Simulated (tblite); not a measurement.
# CH4Al2O6: the cost of one run

Programs: tblite 0.8.0 and PySCF 2.14.0. All values are calculated, for the isolated system unless a continuum is named. Atoms count from 0, parts from 1.

## (1) The system as given

13 atoms, charge 0, multiplicity 3; geometry: distance geometry start.

## (2) Relaxing the cluster with GFN2-xTB

Job settings and geometry (Å):

```
{"job": {"kind": "relax", "xc": "GFN2-xTB", "basis": "xTB"}, "charge": 0, "multiplicity": 3}
C      1.414071    -0.785194     2.072540
O      2.533213    -0.341482     1.352757
Al     2.450628     0.411191    -0.369028
O      4.045581     0.468729    -1.307266
O      1.315675     1.897688    -0.570583
O      0.220642    -1.241835     2.574252
Al    -1.447529    -0.475023     2.312173
O     -1.489213     0.955691     1.111318
O     -2.893393    -1.618500     2.248861
H      4.866409     0.017802    -1.029227
H      0.747175     2.062024    -1.368963
H     -0.723382     1.263946     0.569444
H     -3.843653    -1.361472     2.131957
```

Level: GFN2-xTB geometry optimisation, gas phase.

On the command line:

```bash
OMP_NUM_THREADS=1 python cluster_run.py task.json out
```

One launch serves the whole session: the jobs run in the order shown.

Q: Estimate the wall time of this first job on 1 thread of Arm Neoverse V1, shared host.

About 4.4 s.
